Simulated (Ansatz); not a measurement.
**SeF (doublet): wave-function methods side by side, cc-pVDZ**

How much of the correlation energy of SeF (doublet) does each wave-function method recover here?

The runs use Ansatz 0.2.0, Gaussian basis; cc-pVDZ, core rule «outside noble gas», up to 15 orbitals frozen.

Plan: UHF; CCSD(T) on ROHF; CCSD(T) on UHF; BCCD(T) on ROHF; CISD; CCSDT(Q) on ROHF; CCSDT(Q) on UHF; CASSCF and MRCISD+Q, 13 electrons in 8 orbitals; CASSCF and NEVPT2, 13 electrons in 8 orbitals.

11 further runs of the same task are left out: 1 that didn't finish, 10 set aside as unsound or not needed.

### 1 The system

The geometry is a PBE0/def2-TZVP stationary point (not a proven minimum). No spin-orbit coupling is included. The filled d shell of Se may be among the frozen orbitals whatever the setting's name suggests; the logs give the count.

2 atoms, charge 0, spin multiplicity 2.

Atoms are counted from 1 here; the program's logs count them from 0.

Bond lengths: F1–Se2 1.738 Å.

### 2 UHF

Contents of in.yaml:

```yaml
crystal:
  periodic: [false, false, false]
  atoms:
    - {symbol: F, position_ang: [0.000000, 0.000000, 0.000000]}
    - {symbol: Se, position_ang: [0.000000, 0.000000, 1.737500]}
basis:
  gaussian: {orbitals: cc-pVDZ}
magnetization: {spin_polarized: true, initial_magnetization: 1}
hamiltonian: {xc: hf}
output: {orbitals: {seedname: orbitals}}
```

Run with:

```console
$ ansatz run in.yaml --threads 1 --pin off --events-out ev --progress --plain --max-ram 2393MiB
```

After this run come: CCSD(T) on ROHF; CCSD(T) on UHF; BCCD(T) on ROHF; CISD; CCSDT(Q) on ROHF; CCSDT(Q) on UHF; CASSCF and MRCISD+Q, 13 electrons in 8 orbitals; CASSCF and NEVPT2, 13 electrons in 8 orbitals.

Q: Predict the results of all the runs planned. Wanted: UCCSDT(Q) below the RHF energy; RMP2 from UCCSDT(Q); UMP2 from UCCSDT(Q); RCCSD from UCCSDT(Q); RCCSD(T) from UCCSDT(Q); UCCSD(T) from UCCSDT(Q); RCCSDT(Q) from UCCSDT(Q); NEVPT2 valence from UCCSDT(Q); MRCISD+Q valence from UCCSDT(Q).

**Answer**, as computed:

| quantity | value |
| --- | --- |
| UCCSDT(Q) below the RHF energy | -8.3320 eV |
| RMP2 from UCCSDT(Q) | +13.85 kcal/mol |
| UMP2 from UCCSDT(Q) | +14.17 kcal/mol |
| RCCSD from UCCSDT(Q) | +4.68 kcal/mol |
| RCCSD(T) from UCCSDT(Q) | +0.91 kcal/mol |
| UCCSD(T) from UCCSDT(Q) | +0.86 kcal/mol |
| RCCSDT(Q) from UCCSDT(Q) | +0.12 kcal/mol |
| NEVPT2 valence from UCCSDT(Q) | +27.12 kcal/mol |
| MRCISD+Q valence from UCCSDT(Q) | +1.89 kcal/mol |
| levels within 1 kcal/mol (43 meV) | RCCSD(T), UCCSD(T), BCCD(T), RCCSDT, UCCSDT, RCCSDT(Q) |
| T1 diagnostic | 0.021 |
| effectively unpaired electrons | 1.01 |

**Reading.** RCCSD(T) lands +0.91 kcal/mol from the yardstick (0.5 % of the correlation energy). One determinant dominates. Of the multireference levels listed MRCISD+Q valence comes nearest in total energy (+1.89 kcal/mol), which doesn't show that its space is the better one. These misses are within one basis, not against nature; the frozen cores of restricted and unrestricted runs differ, which can shift their rows.
